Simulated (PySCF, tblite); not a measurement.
# C₅H₁₄AlClO: geometry, infrared bands and NMR shifts

Wanted: the infrared bands and NMR shifts of C₅H₁₄AlClO (`CCC[O+](CC)[AlH2-][Cl]`), by calculation.

The runs use tblite 0.8.0 and PySCF 2.14.0, with density-fitted response routines of our own; the level of theory stands in each step. All values are computed, except where a source is named. Atoms count from 0, in the outputs and in this text.

### Step 1. The starting structure

22 atoms, charge 0, multiplicity 1; geometry from: force field or distance geometry start.

Bonds of the start (Å): C0–C1 1.48, C1–C2 1.52, C2–O3 1.34, O3–C4 1.36, C4–C5 1.52, O3–Al6 1.78, Al6–Cl7 2.22, C0–H8 1.11, C0–H9 1.13, C0–H10 1.12, C1–H11 1.12, C1–H12 1.12, C2–H13 1.13, C2–H14 1.12, C4–H15 1.12, C4–H16 1.13, C5–H17 1.12, C5–H18 1.12, C5–H19 1.11, Al6–H20 1.60, Al6–H21 1.62.

### Step 2. Geometry optimisation with GFN2-xTB

The job: settings as JSON, then the geometry in Å.

```
{"job": {"kind": "relax", "xc": "GFN2-xTB", "basis": "xTB"}, "charge": 0, "multiplicity": 1}
C     -2.819900    -0.646100    -0.431200
C     -1.544000    -0.406200     0.277000
C     -0.502400     0.362600    -0.519500
O      0.651200     0.576900     0.131300
C      1.378900    -0.490300     0.566400
C      1.842400    -1.422200    -0.536200
Al     1.191900     2.229200     0.491500
Cl     3.312500     2.377600     1.129900
H     -2.735500    -0.769700    -1.530400
H     -3.555000     0.186100    -0.232300
H     -3.302200    -1.578500    -0.044800
H     -1.749300     0.208400     1.193100
H     -1.157600    -1.393400     0.645100
H     -0.260100    -0.205600    -1.466700
H     -0.972200     1.331700    -0.835400
H      0.763600    -1.097900     1.273500
H      2.290400    -0.160400     1.147800
H      0.938400    -1.926200    -0.951300
H      2.416400    -2.257700    -0.050000
H      2.457700    -0.919000    -1.311600
H      1.003200     3.260400    -0.712300
H      0.341200     2.759800     1.765100
```

Run with:

```console
$ OMP_NUM_THREADS=1 python probes_run.py task.json out
```

The driver reads the jobs from task.json and runs them one after another.

**Question.** This job is followed by: GFN2-xTB harmonic vibrations, gas phase; GIAO PBE0/pcSseg-1 NMR shielding, non-relativistic, gas phase. Predict these results of the whole session: strongest single infrared mode (GFN2-xTB); zero-point energy (GFN2-xTB); 13C shifts against TMS (PBE0/pcSseg-1); 1H shifts against TMS (PBE0/pcSseg-1, means over atoms taken as alike); 17O shifts against H2O (PBE0/pcSseg-1); 27Al shifts against AlH4- (PBE0/pcSseg-1); 35Cl shifts against HCl (PBE0/pcSseg-1).

**Answer**, as computed:

| quantity | value |
| --- | --- |
| strongest single infrared mode (GFN2-xTB) | 704 cm⁻¹, 620 km/mol |
| zero-point energy (GFN2-xTB) | 112.1 kcal/mol |
| 13C shifts against TMS (PBE0/pcSseg-1) | 68.3, 64.0, 22.8, 13.6, 10.4 ppm |
| 1H shifts against TMS (PBE0/pcSseg-1, means over atoms taken as alike) | 4.29, 4.00, 3.81, 1.79, 1.35, 0.97 ppm |
| 17O shifts against H2O (PBE0/pcSseg-1) | 37.4 ppm |
| 27Al shifts against AlH4- (PBE0/pcSseg-1) | 64.1 ppm |
| 35Cl shifts against HCl (PBE0/pcSseg-1) | -46 ppm |

In words: The optimisation took 172 steps and gained 1.206 eV; among the close pairs (by a distance rule), Al6–Cl7 changed most, from 2.220 to 2.046 Å. All 60 modes are real, so the xTB geometry is a minimum. The strongest single mode, at 704 cm⁻¹, moves mainly H21 and H20. GFN2-xTB is a fitted tight-binding method: band positions and strengths are rough. Its intensities can rank the bands wrongly. At PBE0/pcSseg-1: The largest span, 152 ppm, is at Cl7, where the paramagnetic term is -155 ppm.
